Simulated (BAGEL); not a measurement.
# C2H5BO (SMILES BOC=C) at B3LYP/6-31G(d) (density fitting with qzvpp-jkfit, spherical functions)

Aim: the energy change on altering one bond length of C2H5BO at B3LYP/6-31G* (density fitting with qzvpp-jkfit, spherical functions), from 2 runs. 

The results are computed with BAGEL 1.2.2.

3 further runs of the same task are left out: 3 set aside as unsound or not needed.

## (1) The molecule

The species is C2H5BO (9 atoms), meant as a singlet with charge 0. SMILES: `BOC=C`. The coordinates come from a PBE0-D4/def2-TZVP relaxation. This is one conformer, not always the lowest.

Bond lengths: B1–O2 1.350 Å, O2–C3 1.366 Å, C3–C4 1.321 Å, B1–H5 1.193 Å, B1–H6 1.201 Å, C3–H7 1.087 Å, C4–H8 1.081 Å, C4–H9 1.083 Å. Angles: B1–O2–C3 122.1°, O2–C3–C4 121.5°, O2–B1–H5 116.7°, O2–B1–H6 119.8°, O2–C3–H7 114.8°, C4–C3–H7 123.7°, C3–C4–H8 119.7°, C3–C4–H9 121.3°, H5–B1–H6 123.6°, H8–C4–H9 119.0°.

## (2) The energy at B3LYP/6-31G(d) (density fitting with qzvpp-jkfit, spherical functions)

The input, input.json:

```json
{ "bagel" : [

{
  "title" : "molecule",
  "basis" : "6-31gs.json",
  "df_basis" : "qzvpp-jkfit",
  "angstrom" : true,
  "geometry" : [
    { "atom" : "B", "xyz" : [   -0.224500,    1.789200,   -0.267000 ] },
    { "atom" : "O", "xyz" : [    0.096200,    0.521900,   -0.603800 ] },
    { "atom" : "C", "xyz" : [    0.011700,   -0.509900,    0.286900 ] },
    { "atom" : "C", "xyz" : [    0.329600,   -1.745100,   -0.055400 ] },
    { "atom" : "H", "xyz" : [   -0.114900,    2.614700,   -1.121900 ] },
    { "atom" : "H", "xyz" : [   -0.597500,    2.033600,    0.847700 ] },
    { "atom" : "H", "xyz" : [   -0.332700,   -0.228700,    1.279200 ] },
    { "atom" : "H", "xyz" : [    0.251800,   -2.540000,    0.672900 ] },
    { "atom" : "H", "xyz" : [    0.668900,   -1.981800,   -1.055800 ] }
  ]
},
{
  "title" : "ks",
  "xc_func" : "b3lyp"
},
{
  "title" : "print",
  "file" : "orbitals.molden",
  "orbitals" : true
}

]}
```

The basis set 6-31G* is read from a file made from the Basis Set Exchange's data (not shown).

Run with:

```
$ BAGEL_NUM_THREADS=1 BAGEL input.json > input.out
```

What it wrote:

```text
* using 1 threads per process

  ===============================================================
  ===============================================================

  *** Geometry ***

  { "atom" : "B", "xyz" : [     -0.424244,      3.381098,     -0.504557 ] },
  { "atom" : "O", "xyz" : [      0.181792,      0.986248,     -1.141017 ] },
  { "atom" : "C", "xyz" : [      0.022110,     -0.963571,      0.542162 ] },
  { "atom" : "C", "xyz" : [      0.622854,     -3.297761,     -0.104691 ] },
  { "atom" : "H", "xyz" : [     -0.217130,      4.941067,     -2.120084 ] },
  { "atom" : "H", "xyz" : [     -1.129111,      3.842947,      1.601921 ] },
  { "atom" : "H", "xyz" : [     -0.628712,     -0.432180,      2.417338 ] },
  { "atom" : "H", "xyz" : [      0.475833,     -4.799904,      1.271597 ] },
  { "atom" : "H", "xyz" : [      1.264038,     -3.745059,     -1.995173 ] },

  Number of auxiliary basis functions:      392

  Since a DF basis is specified, we compute 2- and 3-index integrals:
    o Being stored without compression. Storage requirement is 0.014 GB

  Number of basis functions:       66
  Number of electrons      :       30

    * METHOD: MOLECULE                             0.14

  *** Kohn-Sham DFT ***

    * Removing 15880 points whose weight is below 1.00e-10
    * Grid points: 118274

  === Nuclear Repulsion ===
   104.8523411663

       - DIIS with orbital gradients will be used.

  === KS iteration (b3lyp / 6-31gs.json) ===
      0       -150.00173190          0.16871077           0.25
      1       -143.34135581          0.15927059           0.25
      2       -147.21610067          0.22226130           0.25
      3       -168.47880752          0.12481806           0.25
      4       -169.81509652          0.15151043           0.25
      5       -176.28903239          0.07132978           0.25
      6       -178.49614888          0.05143207           0.25
      7       -178.80405960          0.04456781           0.25
      8       -179.27824762          0.00786011           0.25
      9       -179.29019899          0.00380562           0.25
     10       -179.29394360          0.00106068           0.25
     11       -179.29428734          0.00017643           0.25
     12       -179.29429954          0.00003795           0.25
     13       -179.29430000          0.00001259           0.25
     14       -179.29430003          0.00000564           0.25
     15       -179.29430003          0.00000266           0.25
     16       -179.29430004          0.00000083           0.25
     17       -179.29430004          0.00000021           0.25
     18       -179.29430004          0.00000003           0.25
     19       -179.29430004          0.00000003           0.25
     20       -179.29430004          0.00000000           0.25
    * SCF iteration converged.

    * Permanent dipole moment:
           (    0.046830,     0.310564,    -0.340227) a.u.

    * METHOD: KS                                   5.78

    * METHOD: PRINT                                0.01

  ===============================================================
```

Run time: 6.3 s. Hardware: 1 thread of Arm Neoverse V1, shared host; peak memory 0.36 GiB.

## (3) The distorted shape, same level

The input, input.json:

```json
{ "bagel" : [

{
  "title" : "molecule",
  "basis" : "6-31gs.json",
  "df_basis" : "qzvpp-jkfit",
  "angstrom" : true,
  "geometry" : [
    { "atom" : "B", "xyz" : [      -0.319879,       2.159795,      -0.164300 ] },
    { "atom" : "O", "xyz" : [       0.000821,       0.892495,      -0.501100 ] },
    { "atom" : "C", "xyz" : [      -0.083679,      -0.139305,       0.389600 ] },
    { "atom" : "C", "xyz" : [       0.329600,      -1.745100,      -0.055400 ] },
    { "atom" : "H", "xyz" : [      -0.210279,       2.985295,      -1.019200 ] },
    { "atom" : "H", "xyz" : [      -0.692879,       2.404195,       0.950400 ] },
    { "atom" : "H", "xyz" : [      -0.428079,       0.141895,       1.381900 ] },
    { "atom" : "H", "xyz" : [       0.251800,      -2.540000,       0.672900 ] },
    { "atom" : "H", "xyz" : [       0.668900,      -1.981800,      -1.055800 ] }
  ]
},

{ "title" : "ks", "xc_func" : "b3lyp" },

{ "title" : "print", "file" : "orbitals.molden", "orbitals" : true }

]}
```

The basis set 6-31G* is read from a file made from the Basis Set Exchange's data (not shown).

Run with:

```
$ BAGEL_NUM_THREADS=1 BAGEL input.json > input.out
```

What it wrote:

```text
* using 1 threads per process

  ===============================================================
  ===============================================================

  *** Geometry ***

  { "atom" : "B", "xyz" : [     -0.604484,      4.081421,     -0.310482 ] },
  { "atom" : "O", "xyz" : [      0.001551,      1.686571,     -0.946942 ] },
  { "atom" : "C", "xyz" : [     -0.158130,     -0.263248,      0.736237 ] },
  { "atom" : "C", "xyz" : [      0.622854,     -3.297761,     -0.104691 ] },
  { "atom" : "H", "xyz" : [     -0.397370,      5.641390,     -1.926009 ] },
  { "atom" : "H", "xyz" : [     -1.309352,      4.543270,      1.795996 ] },
  { "atom" : "H", "xyz" : [     -0.808952,      0.268143,      2.611413 ] },
  { "atom" : "H", "xyz" : [      0.475833,     -4.799904,      1.271597 ] },
  { "atom" : "H", "xyz" : [      1.264038,     -3.745059,     -1.995173 ] },

  Number of auxiliary basis functions:      392

  Since a DF basis is specified, we compute 2- and 3-index integrals:
    o Being stored without compression. Storage requirement is 0.014 GB

  Number of basis functions:       66
  Number of electrons      :       30

    * METHOD: MOLECULE                             0.14

  *** Kohn-Sham DFT ***

    * Removing 15164 points whose weight is below 1.00e-10
    * Grid points: 118990

  === Nuclear Repulsion ===
    98.3959583095

       - DIIS with orbital gradients will be used.

  === KS iteration (b3lyp / 6-31gs.json) ===
      0       -145.13078641          0.17117622           0.26
      1       -140.47557854          0.15021908           0.26
      2       -138.61536246          0.22260767           0.26
      3       -162.11483762          0.16148323           0.26
      4       -167.26086365          0.15669841           0.26
      5       -165.80300881          0.15557735           0.26
      6       -165.43161879          0.15720764           0.26
      7       -119.41515591          0.15121486           0.25
      8       -155.52521059          0.15985510           0.26
      9       -168.58526318          0.11549068           0.26
     10       -176.88997100          0.08656694           0.26
     11       -178.09764288          0.05451113           0.25
     12       -178.11907747          0.05366738           0.25
     13       -177.87522905          0.05609769           0.25
     14       -179.18926030          0.00568017           0.25
     15       -179.20128387          0.00280394           0.25
     16       -179.20424472          0.00092182           0.25
     17       -179.20448385          0.00052530           0.25
     18       -179.20454762          0.00016812           0.25
     19       -179.20455513          0.00002069           0.25
     20       -179.20455525          0.00000952           0.25
     21       -179.20455527          0.00000210           0.25
     22       -179.20455528          0.00000104           0.25
     23       -179.20455528          0.00000052           0.25
     24       -179.20455528          0.00000004           0.25
     25       -179.20455528          0.00000001           0.25
     26       -179.20455528          0.00000000           0.25
    * SCF iteration converged.

    * Permanent dipole moment:
           (    0.068121,     0.166812,    -0.327336) a.u.

    * METHOD: KS                                   7.47

    * METHOD: PRINT                                0.01

  ===============================================================
```

Wall time 7.8 s (1 thread of Arm Neoverse V1, shared host); peak memory 0.36 GiB.

## (4) Outcome

Level: B3LYP/6-31G* (density fitting with qzvpp-jkfit, spherical functions).

| quantity | value |
| --- | --- |
| first shape: total energy | -179.29430 Eh |
| first shape: dipole moment | 1.18 D |
| first shape: HOMO energy | -6.98 eV |
| first shape: LUMO energy | -0.54 eV |
| first shape: HOMO–LUMO gap | 6.44 eV |
| distorted shape: total energy | -179.20456 Eh |
| distorted shape: dipole moment | 0.95 D |
| distorted shape: HOMO energy | -5.80 eV |
| distorted shape: LUMO energy | -1.54 eV |
| distorted shape: HOMO–LUMO gap | 4.25 eV |
| energy change with the C3–C4 bond stretched from 1.321 to 1.717 Å | 2.442 eV |

In words: With the C3–C4 bond stretched from 1.321 to 1.717 Å the energy rises by 2.44 eV (236 kJ/mol). The first shape isn't relaxed at this level, so the change isn't measured from a minimum.
